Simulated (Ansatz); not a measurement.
Debugging cell relaxations under several functionals of O, space group Fd-3m (the Python package of Ansatz (0.2.0)).

Input file `o.cif`:
```cif
data_O
_cell_length_a 3.070055
_cell_length_b 3.070055
_cell_length_c 3.070055
_cell_angle_alpha 60.00000
_cell_angle_beta 60.00000
_cell_angle_gamma 60.00000
_symmetry_space_group_name_H-M 'P 1'
_symmetry_Int_Tables_number 1
loop_
_symmetry_equiv_pos_as_xyz
'x, y, z'
loop_
_atom_site_label
_atom_site_type_symbol
_atom_site_fract_x
_atom_site_fract_y
_atom_site_fract_z
O1 O    0.250000    0.250000    0.250000
O2 O    0.000000    0.000000    0.000000
```

`lattice.py`:
```python
"""How the lattice of O depends on the functional."""

import logging
import sys
import warnings

import ansatz as az
from ase.io import read
import numpy as np

logging.basicConfig(stream=sys.stdout, format="%(levelname)s %(message)s")
logger = logging.getLogger("run")
logger.setLevel(logging.INFO)

def edges_and_angles(cell):
    cell = np.asarray(cell)
    a, b, c = np.linalg.norm(cell, axis=1)
    cosines = cell[1] @ cell[2] / (b * c), cell[0] @ cell[2] / (a * c), cell[0] @ cell[1] / (a * b)
    return (a, b, c, *np.degrees(np.arccos(cosines)))

warnings.simplefilter("ignore", az.DeckWarning)

atoms = read("o.cif")
structure = az.Crystal.from_ase(atoms)

base = (
    structure.calculation()
    .kpoints(6, center="gamma")
    .occupations("fixed")  # no smearing
    .relax(cell=True, force_tolerance=0.005, max_steps=60)  # relax until the tolerances are met
)

levels = [("blyp", "d3bj"), ("pbesol", "d3bj"), ("pbesol", "none")]
logger.info("level            a       b       c    alpha   beta  gamma  V/atom  steps")
for name, dispersion in levels:
    seen = []
    run = base.functional(name, dispersion=dispersion).session().plan()
    result = run.execute(on_event=lambda e: seen.append(e) if e["event"] == "relax_step" else None)
    cell = result.lattice.cell_ang
    label = name if dispersion == "none" else f"{name}+{dispersion}"
    print("{:13s} {:7.4f} {:7.4f} {:7.4f} {:6.2f} {:6.2f} {:6.2f}".format(label, *edges_and_angles(cell)), f"{abs(np.linalg.det(cell)) / len(result.lattice.sites):7.3f} {len(seen):5d}")
```

```console
$ python lattice.py
INFO level            a       b       c    alpha   beta  gamma  V/atom  steps
RunWarning: iter 1: σ=0 fill of 6 bands saw a band overlap (occupied 3.5353 eV > unoccupied 2.4286 eV) — on an unconverged iterate often a transient of an unconverged empty band; one that stands at [...]
RunWarning: this SCF's forces and stress, whichever it reports, may be less accurate than they should be. Ahead of them the orbitals were solved, by the loop's own last solve, its closing phase or [...]
RunWarning: a fill by count may have filled part of one level: at k-index 3 the highest filled band, 2.782406 eV, and the lowest empty band, 2.782406 eV, stand 1.776e-15 eV apart, within the solve's [...]
RunWarning: the bands overlap at the fill by count (6 filled at each k-point of a channel): the highest filled level, 2.782406 eV at k-index 3, stands 1.0038 eV over the lowest empty one, 1.778592 eV [...]
blyp+d3bj      3.1567  3.1567  3.1567  60.00  60.00  60.00  11.121     7
pbesol+d3bj    3.0820  3.0820  3.0820  60.00  60.00  60.00  10.350     6
pbesol         3.0833  3.0833  3.0833  60.00  60.00  60.00  10.364     6
```
(Warnings from the package without file and line, shortened, repeats left out.)

The script ran to its end, but the result can't be trusted. Why?

The fault: fixed occupations, though the bands overlap at this level of theory. The change:

```diff
--- before
+++ after
@@ -28,3 +28,3 @@
     .kpoints(6, center="gamma")
-    .occupations("fixed")  # no smearing
+    .occupations("fermi_dirac", width=0.05)  # smearing steadies the SCF of a metal
     .relax(cell=True, force_tolerance=0.005, max_steps=60)  # relax until the tolerances are met
```

The mended script runs so:

Output of `python lattice.py`:
```text
INFO level            a       b       c    alpha   beta  gamma  V/atom  steps
blyp+d3bj      3.1422  3.1422  3.1422  60.00  60.00  60.00  10.969     7
pbesol+d3bj    3.0641  3.0641  3.0641  60.00  60.00  60.00  10.171     6
pbesol         3.0662  3.0662  3.0662  60.00  60.00  60.00  10.192     4
```

What to keep in mind:
- Forces vanish by symmetry, so the ions can't move, and the end may be a saddle.
- BLYP and dispersion corrections can be off by several per cent in the lattices of metals, and by several GPa in the pressure at a fixed cell.
- The mesh is modest for a metal, so energies can be off by several to tens of meV an atom and pressures by half a GPa or more; differences at equal mesh fare better.
- Edges and angles are those of the cell as typed, here a primitive one, not of the conventional cell.
- No spin polarisation was allowed.
- This isn't the structure that O takes at ambient conditions.
- Timing: 3.4 s on 1 thread of Intel(R) Xeon(R) 6975P-C (Granite Rapids), with other jobs on the host, peak memory 0.42 GiB.

(A comment or docstring line of the script was reworded after the run, the code is as it ran; lines on the test bed's own set-up are left out of the output.)
